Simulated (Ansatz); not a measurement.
# C3H9AlSi: the cost of one run

Method: RHF/6-31G, in Ansatz 0.2.0.

## 1. The system as given

Bond lengths: C1–C2 1.290 Å, C2–Al3 1.944 Å, C2–Si4 1.863 Å, Si4–C5 1.819 Å, C1–H6 1.065 Å, C1–H7 1.129 Å, Al3–H8 1.650 Å, Al3–H9 1.645 Å, Si4–H10 1.426 Å, Si4–H11 1.536 Å, C5–H12 1.139 Å, C5–H13 1.113 Å, C5–H14 1.155 Å. Angles (14 of 21 angles, heavy atoms first): C1–C2–Al3 118.7°, C1–C2–Si4 124.9°, Al3–C2–Si4 116.3°, C2–Si4–C5 111.2°, C2–C1–H6 126.7°, C2–C1–H7 118.9°, C2–Al3–H8 120.7°, C2–Al3–H9 120.9°, C2–Si4–H10 109.6°, C2–Si4–H11 105.2°, C5–Si4–H10 113.0°, C5–Si4–H11 108.7°, Si4–C5–H12 108.2°, Si4–C5–H13 110.4°.

As a file:

```xyz
14

C    -1.5082   -0.3047    1.2786
C    -0.4560   -0.5715    0.5819
Al    1.0326   -1.4725    1.4486
Si   -0.1961   -0.0676   -1.1924
C     0.5866    1.5706   -1.3017
H    -1.6541   -0.5091    2.3137
H    -2.3533    0.2646    0.7930
H     2.4291   -1.7741    0.6235
H     0.9709   -1.8630    3.0457
H     0.5357   -1.0824   -1.8763
H    -1.6059    0.0183   -1.7967
H     1.6056    1.5114   -0.7963
H     0.6469    1.9021   -2.3625
H    -0.0467    2.3486   -0.7302
```

## 2. Relaxing end A

Contents of input.yaml:

```yaml
crystal:
  periodic: [false, false, false]
  atoms:
    - { symbol: C, position_ang: [-1.5082, -0.3047, 1.2786] }
    - { symbol: C, position_ang: [-0.456, -0.5715, 0.5819] }
    - { symbol: Al, position_ang: [1.0326, -1.4725, 1.4486] }
    - { symbol: Si, position_ang: [-0.1961, -0.0676, -1.1924] }
    - { symbol: C, position_ang: [0.5866, 1.5706, -1.3017] }
    - { symbol: H, position_ang: [-1.6541, -0.5091, 2.3137] }
    - { symbol: H, position_ang: [-2.3533, 0.2646, 0.793] }
    - { symbol: H, position_ang: [2.4291, -1.7741, 0.6235] }
    - { symbol: H, position_ang: [0.9709, -1.863, 3.0457] }
    - { symbol: H, position_ang: [0.5357, -1.0824, -1.8763] }
    - { symbol: H, position_ang: [-1.6059, 0.0183, -1.7967] }
    - { symbol: H, position_ang: [1.6056, 1.5114, -0.7963] }
    - { symbol: H, position_ang: [0.6469, 1.9021, -2.3625] }
    - { symbol: H, position_ang: [-0.0467, 2.3486, -0.7302] }
basis:
  gaussian: { orbitals: "6-31G" }
hamiltonian:
  xc: hf
relax:
  f_tol: 0.015
  max_steps: 40
output:
  orbitals: {}
```

Command:

```
ansatz run input.yaml --threads 1 --pin off --max-ram 2048MiB --backend cpu --events-out ev --progress --plain --runs-dir out
```

What time and memory should one allow on 1 thread of Arm Neoverse V1, shared host?

About 25 s, with a peak of 0.15 GiB.
